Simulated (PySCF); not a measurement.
**Si2H4ClO2F (SMILES O[SiH](F)O[SiH2]Cl): levels of theory compared**

Wanted: a comparison of 6 runs (HF/3-21G, HF/def2-SVP, HF/def2-TZVP, TPSS/6-31G*, BLYP/cc-pVDZ, CAM-B3LYP/6-311G**) of Si2H4ClO2F. Input form: a Python script.

The results are computed with PySCF 2.14.0.

## 1. The system as given

Si2H4ClO2F: 10 atoms, total charge 0, spin state singlet. SMILES: `O[SiH](F)O[SiH2]Cl`. The coordinates come from a PBE0-D4/def2-TZVP relaxation. This is one conformer, not always the lowest.

Bond lengths: O1–Si2 1.618 Å, Si2–F3 1.591 Å, Si2–O4 1.624 Å, O4–Si5 1.625 Å, Si5–Cl6 2.049 Å, O1–H7 0.958 Å, Si2–H8 1.465 Å, Si5–H9 1.476 Å, Si5–H10 1.477 Å. Some angles: O1–Si2–F3 110.7°, O1–Si2–O4 110.6°, F3–Si2–O4 106.8°, Si2–O4–Si5 147.9°, O4–Si5–Cl6 110.0°, O1–Si2–H8 107.7°, F3–Si2–H8 109.0°, O4–Si2–H8 112.2°, Si2–O1–H7 120.2°, O4–Si5–H9 108.4°.

## 2. Energy and forces at HF/3-21G (run 1)

File input.py:

```python
import pyscf.grad
from pyscf import gto

molecule = gto.M(
    atom='''
O     -3.497505     3.239557     1.111159
Si    -0.609437     2.241215     0.995130
F      1.008169     3.895670    -0.923320
O     -0.509659    -0.651956    -0.025511
Si     1.201488    -3.010145    -0.997208
Cl     4.545925    -3.113702     0.950721
H     -4.565767     3.105009    -0.344497
H      0.470353     2.491982     3.532276
H     -0.180091    -5.375704    -0.473376
H      1.806200    -2.707600    -3.705753
''',
    basis='3-21g',
    unit='bohr',
    verbose=3,
    max_memory=1860,
)

mf = molecule.RHF()
mf.conv_tol = 1e-10
mf.kernel()
if not mf.converged:
    mf = mf.newton().run(mf.mo_coeff, mf.mo_occ)

e_final = mf.e_tot
print('Final energy', e_final)
grad = mf.Gradients().kernel()
mf.analyze()
```

On the command line:

```
$ OMP_NUM_THREADS=1 python input.py
```

What it wrote:

```text
converged SCF energy = -1282.47863002638
[... 11 lines left out ...]
MO #2   energy= -68.4327428503007  occ= 2
[... 8 lines left out ...]
MO #11  energy= -6.22195980462111  occ= 2
[... 8 lines left out ...]
MO #20  energy= -1.38337855854215  occ= 2
[... 8 lines left out ...]
MO #29  energy= -0.609719138628015 occ= 2
[... 8 lines left out ...]
MO #38  energy= 0.142966357334517  occ= 0
[... 8 lines left out ...]
MO #47  energy= 0.390682220474561  occ= 0
[... 8 lines left out ...]
MO #56  energy= 0.840108990527842  occ= 0
[... 8 lines left out ...]
MO #65  energy= 1.88645844819875   occ= 0
[... 8 lines left out ...]
MO #74  energy= 3.86361053868302   occ= 0
[... 11 lines left out ...]
Dipole moment(X, Y, Z, Debye): -2.50601, -1.19743, -1.99947
```

It took 4.5 s on 1 thread of Intel Xeon at 2.70GHz, shared host; peak memory 0.15 GiB.

## 3. Energy and forces at HF/def2-SVP (run 2)

File input.py:

```python
import pyscf.grad
from pyscf import gto

mol = gto.Mole()
mol.atom = '''
O   -1.850800   1.714300   0.588000
Si  -0.322500   1.186000   0.526600
F    0.533500   2.061500  -0.488600
O   -0.269700  -0.345000  -0.013500
Si   0.635800  -1.592900  -0.527700
Cl   2.405600  -1.647700   0.503100
H   -2.416100   1.643100  -0.182300
H    0.248900   1.318700   1.869200
H   -0.095300  -2.844700  -0.250500
H    0.955800  -1.432800  -1.961000
'''
mol.spin = 0
mol.basis = 'def2-svp'
mol.max_memory = 1860
mol.charge = 0
mol.verbose = 4
mol.build()

calc0 = mol.RHF()
calc0.conv_tol = 1e-10
calc0.kernel()
if not calc0.converged:
    calc0 = calc0.newton().run(calc0.mo_coeff, calc0.mo_occ)

e_tot = calc0.e_tot
print(f'total energy: {e_tot:.8f} hartree')
grad = calc0.Gradients().kernel()
calc0.analyze()
```

On the command line:

```
$ OMP_NUM_THREADS=1 python input.py
```

What it wrote:

```text
PySCF version 2.14.0

[... 81 lines left out ...]
Nuclear Repulsion Energy =             464.840979578711824
[... 16 lines left out ...]
MO #11  energy= -6.21239759718799  occ= 2
[... 14 lines left out ...]
MO #26  energy= -0.683607667459878 occ= 2
[... 14 lines left out ...]
MO #41  energy= 0.218542347300664  occ= 0
[... 14 lines left out ...]
MO #56  energy= 0.664142417993178  occ= 0
[... 14 lines left out ...]
MO #71  energy= 1.11525550807459   occ= 0
[... 14 lines left out ...]
MO #86  energy= 1.63561479568516   occ= 0
[... 14 lines left out ...]
MO #101 energy= 2.55544430491483   occ= 0
[... 14 lines left out ...]
MO #116 energy= 4.07268497490097   occ= 0
[... 129 lines left out ...]
Dipole moment(X, Y, Z, Debye): -1.84764, -0.99604, -1.24822
```

It took 14 s on 1 thread of Intel Xeon at 2.70GHz, shared host; peak memory 0.29 GiB.

Runs 3 to 5 aren't shown in full; the table further down has their settings and results.

## 4. Energy and forces at CAM-B3LYP/6-311G(d,p) (run 6)

File job.py:

```python
# O[SiH](F)O[SiH2]Cl
from pyscf import gto, dft

molecule = gto.M(
    atom='''
O   -1.850800   1.714300   0.588000
Si  -0.322500   1.186000   0.526600
F    0.533500   2.061500  -0.488600
O   -0.269700  -0.345000  -0.013500
Si   0.635800  -1.592900  -0.527700
Cl   2.405600  -1.647700   0.503100
H   -2.416100   1.643100  -0.182300
H    0.248900   1.318700   1.869200
H   -0.095300  -2.844700  -0.250500
H    0.955800  -1.432800  -1.961000
''',
    max_memory=1860,
    basis='6-311g**',
    charge=0,
    verbose=4,
)

mf = dft.RKS(molecule, xc='cam-b3lyp')
mf.conv_tol = 1e-10
mf.grids.level = 5
mf.kernel()
if not mf.converged:
    mf = mf.newton().run(mf.mo_coeff, mf.mo_occ)

energy = mf.e_tot
print(f'total energy: {energy:.8f} hartree')
grad = mf.nuc_grad_method().kernel()
mf.analyze()
```

On the command line:

```
$ OMP_NUM_THREADS=1 python job.py
```

What it wrote:

```text
PySCF version 2.14.0

[... 96 lines left out ...]
Nuclear Repulsion Energy =             464.840979578711824
[... 21 lines left out ...]
MO #16  energy= -3.77812080348095  occ= 2
[... 19 lines left out ...]
MO #36  energy= -0.403023206561732 occ= 2
[... 19 lines left out ...]
MO #56  energy= 0.387550447801098  occ= 0
[... 19 lines left out ...]
MO #76  energy= 0.973874546666325  occ= 0
[... 19 lines left out ...]
MO #96  energy= 1.46048605376323   occ= 0
[... 19 lines left out ...]
MO #116 energy= 2.89456313292484   occ= 0
[... 19 lines left out ...]
MO #136 energy= 5.59528742080729   occ= 0
[... 19 lines left out ...]
MO #156 energy= 215.518202328922   occ= 0
[... 169 lines left out ...]
Dipole moment(X, Y, Z, Debye): -2.04483, -0.88029, -1.34669
```

It took 2.6 min on 1 thread of Intel Xeon at 2.70GHz, shared host; peak memory 1.9 GiB.

## 5. The series

```
run                              level  integration grid   energy (Eh)  dipole moment (D)  HOMO energy (eV)  LUMO energy (eV)  wall time
  1                           HF/3-21G                 –  -1282.478630               3.42            -12.49              3.89      4.5 s
  2                        HF/def2-SVP                 –  -1288.600341               2.44            -12.29              4.21       14 s
  3                       HF/def2-TZVP                 –  -1289.309458               2.31            -12.36              3.15    4.2 min
  4  TPSS/6-31G* (spherical functions)                 5  -1292.143636               2.52             -7.70             -0.13       92 s
  5                       BLYP/cc-pVDZ                 5  -1292.054399               2.19             -7.26             -0.08       68 s
  6                 CAM-B3LYP/6-311G**                 5  -1292.196874               2.60            -10.47              1.15    2.6 min
```

## 6. Outcome

| quantity | value |
| --- | --- |
| run 6: total energy | -1292.19687 Eh |
| run 6: dipole moment | 2.60 D |
| run 6: HOMO energy | -10.47 eV |
| run 6: LUMO energy | 1.15 eV |
| run 6: HOMO–LUMO gap | 11.61 eV |
| run 6: largest force on an atom | 0.823 eV/Å |

What this shows: The dipole moment (its size) runs from 2.19 D (BLYP/cc-pVDZ) to 3.42 D (HF/3-21G). The two ends differ in method and basis. The HOMO–LUMO gap runs from 7.18 eV (BLYP/cc-pVDZ) to 16.50 eV (HF/def2-SVP). Totals of different functionals can't be ranked against each other. All runs together took 9.8 min, the longest 4.2 min.
